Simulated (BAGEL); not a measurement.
# doublet RbCl+, step by step

Wanted: a single-point energy (doublet RbCl+, UHF/x2c-SV(P)all), then a single-point energy (singlet RbCl, HF/x2c-SVPall), then the energy (doublet RbCl+, UHF/x2c-SVPall), then a single-point energy (singlet RbCl, HF/x2c-TZVPall), then a single-point energy (doublet RbCl+, UHF/x2c-TZVPall), then the energy (singlet RbCl, HF/x2c-QZVPall), then the energy (doublet RbCl+, UHF/x2c-QZVPall) of ClRb. 

Program for the calculation: BAGEL 1.2.2.

2 further runs of the same task are left out: 2 set aside as unsound or not needed.

## 1. The structure to begin with

RbCl+ has 2 atoms, charge +1, and is taken as a doublet. SMILES of the parent species: `[Cl][Rb]`. Geometry: relaxed at PBE0-D4/def2-TZVP. That shape belongs to the parent species and isn't relaxed for this state.

Bond lengths: Cl1–Rb2 2.844 Å.

## 2. A single-point energy at UHF/x2c-SV(P)all (DKH2, density fitting with AutoAux, property ionisation energy) (run 1)

File job.json:

```json
{ "bagel": [

{
  "title": "molecule",
  "basis": "x2c-sv_p_all.json",
  "df_basis": "x2c-sv_p_all-autoaux.json",
  "angstrom": "true",
  "dkh": "true",
  "geometry": [
    { "atom": "Cl", "xyz": [    0.000000,    0.000000,   -0.064480 ] },
    { "atom": "Rb", "xyz": [    0.000000,    0.000000,    2.779300 ] }
  ]
},
{
  "title": "uhf",
  "charge": 1,
  "nopen": 1
},
{
  "title": "print",
  "file": "orbitals.molden",
  "orbitals": "true"
}

]}
```

The basis set x2c-SV(P)all is read from a file made from the Basis Set Exchange's data (not shown).

Started as:

```sh
$ BAGEL_NUM_THREADS=1 BAGEL job.json > job.out
```

The log of the run:

```text
* using 1 threads per process

  ===============================================================
  ===============================================================

  *** Geometry ***

  { "atom" : "Cl", "xyz" : [      0.000000,      0.000000,     -0.121850 ] },
  { "atom" : "Rb", "xyz" : [      0.000000,      0.000000,      5.252116 ] },

  Number of auxiliary basis functions:      585

  Since a DF basis is specified, we compute 2- and 3-index integrals:
    o Being stored without compression. Storage requirement is 0.017 GB

  Number of basis functions:       61
  Number of electrons      :       54

    * METHOD: MOLECULE                             0.27

  *** Open-shell HF ***

  === Nuclear Repulsion ===
   117.0457860705

      * DIIS with orbital gradients will be used.

  === UHF iteration (x2c-sv_p_all.json) ===
      0      -3439.02654273          0.00491781           0.13
      1      -3439.03997997          0.00124305           0.13
      2      -3439.04111625          0.00036346           0.13
      3      -3439.04124509          0.00011340           0.13
      4      -3439.04125337          0.00005221           0.13
      5      -3439.04125506          0.00001318           0.13
      6      -3439.04125519          0.00000278           0.13
      7      -3439.04125519          0.00000060           0.13
      8      -3439.04125519          0.00000012           0.13
      9      -3439.04125519          0.00000002           0.13
     10      -3439.04125519          0.00000001           0.13
    * SCF iteration converged.

    * S^2 (UHF) is 0.7557

    * Permanent dipole moment:
           (   -0.000000,    -0.000000,    -1.412928) a.u.

    * METHOD: UHF                                  1.75

    * METHOD: PRINT                                0.01

  ===============================================================
```

It took 2.1 s on 1 thread of Arm Neoverse V1, shared host; peak memory 0.098 GiB.

## 3. Singlet neutral RbCl: a single-point energy at HF/x2c-SVPall (DKH2, density fitting with AutoAux, property ionisation energy) (run 2)

File calc.json:

```json
{ "bagel" : [

{
  "title" : "molecule",
  "basis" : "x2c-svpall.json",
  "df_basis" : "x2c-svpall-autoaux.json",
  "angstrom" : true,
  "dkh" : true,
  "geometry" : [
    { "atom" : "Cl", "xyz" : [       0.000000,       0.000000,      -0.064480 ] },
    { "atom" : "Rb", "xyz" : [       0.000000,       0.000000,       2.779300 ] }
  ]
},

{ "title" : "hf", "charge" : 0 },

{ "title" : "print", "file" : "orbitals.molden", "orbitals" : true }

]}
```

The basis set x2c-SVPall is read from a file made from the Basis Set Exchange's data (not shown).

Started as:

```sh
$ BAGEL_NUM_THREADS=1 BAGEL calc.json > calc.out
```

The log of the run:

```text
* using 1 threads per process

  ===============================================================
  ===============================================================

  *** Geometry ***

  { "atom" : "Cl", "xyz" : [      0.000000,      0.000000,     -0.121850 ] },
  { "atom" : "Rb", "xyz" : [      0.000000,      0.000000,      5.252116 ] },

  Number of auxiliary basis functions:      679

  Since a DF basis is specified, we compute 2- and 3-index integrals:
    o Being stored without compression. Storage requirement is 0.025 GB

  Number of basis functions:       68
  Number of electrons      :       54

    * METHOD: MOLECULE                             0.40

  *** RHF ***

  === Nuclear Repulsion ===
   117.0457860705

      * DIIS with orbital gradients will be used.

  === RHF iteration (x2c-svpall.json) ===
      0      -3439.25672530          0.00708489           0.09
      1      -3439.30500140          0.00233699           0.09
      2      -3439.31031282          0.00021328           0.09
      3      -3439.31038439          0.00004094           0.09
      4      -3439.31038775          0.00001188           0.09
      5      -3439.31038801          0.00000267           0.09
      6      -3439.31038802          0.00000048           0.09
      7      -3439.31038802          0.00000012           0.09
      8      -3439.31038802          0.00000004           0.09
      9      -3439.31038802          0.00000001           0.09
    * SCF iteration converged.

    * Permanent dipole moment:
           (   -0.000000,    -0.000000,    -4.238703) a.u.

    * METHOD: HF                                   1.42

    * METHOD: PRINT                                0.01

  ===============================================================
```

Wall time 2 s (1 thread of Arm Neoverse V1, shared host); peak memory 0.12 GiB.

Runs 3 to 4 aren't shown in full; the table further down has their settings and results.

## 4. A single-point energy at UHF/x2c-TZVPall (DKH2, density fitting with AutoAux, property ionisation energy) (run 5)

File input.json:

```json
{ "bagel" : [

{
  "title" : "molecule",
  "basis" : "x2c-tzvpall.json",
  "df_basis" : "x2c-tzvpall-autoaux.json",
  "angstrom" : true,
  "dkh" : true,
  "geometry" : [
    { "atom" : "Cl", "xyz" : [    0.000000,    0.000000,   -0.064480 ] },
    { "atom" : "Rb", "xyz" : [    0.000000,    0.000000,    2.779300 ] }
  ]
},
{
  "title" : "uhf",
  "charge" : 1,
  "nopen" : 1
},
{
  "title" : "print",
  "file" : "orbitals.molden",
  "orbitals" : true
}

]}
```

The basis set x2c-TZVPall is read from a file made from the Basis Set Exchange's data (not shown).

Started as:

```sh
$ BAGEL_NUM_THREADS=1 BAGEL input.json > input.out
```

The log of the run:

```text
* using 1 threads per process

  ===============================================================
  ===============================================================

  *** Geometry ***

  { "atom" : "Cl", "xyz" : [      0.000000,      0.000000,     -0.121850 ] },
  { "atom" : "Rb", "xyz" : [      0.000000,      0.000000,      5.252116 ] },

  Number of auxiliary basis functions:      759

  Since a DF basis is specified, we compute 2- and 3-index integrals:
    o Being stored without compression. Storage requirement is 0.061 GB

  Number of basis functions:      100
  Number of electrons      :       54

    * METHOD: MOLECULE                             0.65

  *** Open-shell HF ***

  === Nuclear Repulsion ===
   117.0457860705

      * DIIS with orbital gradients will be used.

  === UHF iteration (x2c-tzvpall.json) ===
      0      -3439.45799333          0.00820329           0.35
      1      -3439.47986964          0.00183152           0.34
      2      -3439.48202579          0.00060974           0.34
      3      -3439.48229001          0.00020285           0.34
      4      -3439.48235229          0.00004910           0.34
      5      -3439.48235529          0.00002224           0.35
      6      -3439.48235593          0.00000838           0.35
      7      -3439.48235604          0.00000376           0.34
      8      -3439.48235608          0.00000046           0.34
      9      -3439.48235608          0.00000013           0.35
     10      -3439.48235608          0.00000005           0.34
     11      -3439.48235608          0.00000002           0.34
     12      -3439.48235608          0.00000001           0.34
    * SCF iteration converged.

    * S^2 (UHF) is 0.7600

    * Permanent dipole moment:
           (    0.000000,     0.000000,    -1.377469) a.u.

    * METHOD: UHF                                  5.26

    * METHOD: PRINT                                0.03

  ===============================================================
```

It took 6.3 s on 1 thread of Arm Neoverse V1, shared host; peak memory 0.19 GiB.

Run 6 isn't shown in full; the table further down has it.

## 5. A single-point energy at UHF/x2c-QZVPall (DKH2, density fitting with AutoAux, property ionisation energy) (run 7)

File input.json:

```json
{ "bagel": [

{
  "title": "molecule",
  "basis": "x2c-qzvpall.json",
  "df_basis": "x2c-qzvpall-autoaux.json",
  "angstrom": "true",
  "dkh": "true",
  "geometry": [
    { "atom": "Cl", "xyz": [    0.000000,    0.000000,   -0.064480 ] },
    { "atom": "Rb", "xyz": [    0.000000,    0.000000,    2.779300 ] }
  ]
},
{
  "title": "uhf",
  "charge": 1,
  "nopen": 1
},
{
  "title": "print",
  "file": "orbitals.molden",
  "orbitals": "true"
}

]}
```

The basis set x2c-QZVPall is read from a file made from the Basis Set Exchange's data (not shown).

Started as:

```sh
$ BAGEL_NUM_THREADS=1 BAGEL input.json > input.out
```

The log of the run:

```text
* using 1 threads per process

  ===============================================================
  ===============================================================

  *** Geometry ***

  { "atom" : "Cl", "xyz" : [      0.000000,      0.000000,     -0.121850 ] },
  { "atom" : "Rb", "xyz" : [      0.000000,      0.000000,      5.252116 ] },

  Number of auxiliary basis functions:      938

  Since a DF basis is specified, we compute 2- and 3-index integrals:
    o Being stored without compression. Storage requirement is 0.246 GB

  Number of basis functions:      181
  Number of electrons      :       54

    * METHOD: MOLECULE                             1.70

  *** Open-shell HF ***

  === Nuclear Repulsion ===
   117.0457860705

      * DIIS with orbital gradients will be used.

  === UHF iteration (x2c-qzvpall.json) ===
      0      -3439.51073129          0.01294979           1.14
      1      -3439.53695838          0.00498730           1.15
      2      -3439.54013626          0.00243857           1.15
      3      -3439.54076356          0.00018621           1.15
      4      -3439.54087291          0.00003428           1.15
      5      -3439.54087663          0.00001295           1.15
      6      -3439.54087708          0.00000628           1.14
      7      -3439.54087717          0.00000287           1.15
      8      -3439.54087720          0.00000113           1.16
      9      -3439.54087720          0.00000025           1.16
     10      -3439.54087720          0.00000007           1.14
     11      -3439.54087720          0.00000003           1.14
     12      -3439.54087720          0.00000001           1.14
     13      -3439.54087720          0.00000001           1.14
    * SCF iteration converged.

    * S^2 (UHF) is 0.7606

    * Permanent dipole moment:
           (    0.000000,    -0.000000,    -1.326136) a.u.

    * METHOD: UHF                                 18.24

    * METHOD: PRINT                                0.08

  ===============================================================
```

Wall time 20 s (1 thread of Arm Neoverse V1, shared host); peak memory 0.48 GiB.

## 6. The series

| run | level | partner | energy (Eh) | ⟨S²⟩ | wall time |
| --- | --- | --- | --- | --- | --- |
| 1 | UHF/x2c-SV(P)all (DKH2, density fitting with AutoAux, property ionisation energy) | cation | -3439.041255 | 0.756 | 2.1 s |
| 2 | HF/x2c-SVPall (DKH2, density fitting with AutoAux, property ionisation energy) | base | -3439.310388 | – | 2 s |
| 3 | UHF/x2c-SVPall (DKH2, density fitting with AutoAux, property ionisation energy) | cation | -3439.041775 | 0.756 | 3.3 s |
| 4 | HF/x2c-TZVPall (DKH2, density fitting with AutoAux, property ionisation energy) | base | -3439.754748 | – | 3.6 s |
| 5 | UHF/x2c-TZVPall (DKH2, density fitting with AutoAux, property ionisation energy) | cation | -3439.482356 | 0.760 | 6.3 s |
| 6 | HF/x2c-QZVPall (DKH2, density fitting with AutoAux, property ionisation energy) | base | -3439.813858 | – | 11 s |
| 7 | UHF/x2c-QZVPall (DKH2, density fitting with AutoAux, property ionisation energy) | cation | -3439.540877 | 0.761 | 20 s |

## 7. What came out

```
                                                          quantity           value
                              run 7, UHF/x2c-QZVPall: total energy  -3439.54088 Eh
                                      run 7, UHF/x2c-QZVPall: ⟨S²⟩           0.761
 vertical ionisation energy (to the doublet cation), HF/x2c-SVPall        7.309 eV
vertical ionisation energy (to the doublet cation), HF/x2c-TZVPall        7.412 eV
vertical ionisation energy (to the doublet cation), HF/x2c-QZVPall        7.428 eV
```

**Reading.** At HF/x2c-SVPall: the vertical ionisation energy comes to 7.31 eV (169 kcal/mol). −ε(HOMO) before ionisation, 8.64 eV, is 1.33 eV above this ionisation energy. At HF/x2c-TZVPall: the vertical ionisation energy comes to 7.41 eV (171 kcal/mol). −ε(HOMO) before ionisation, 8.93 eV, is 1.51 eV above this ionisation energy. At HF/x2c-QZVPall: removing an electron at fixed nuclei costs 7.43 eV (171 kcal/mol). The negative HOMO energy of the first species, 9.01 eV, lies 1.58 eV above that difference. All runs together took 48 s, the longest 20 s.
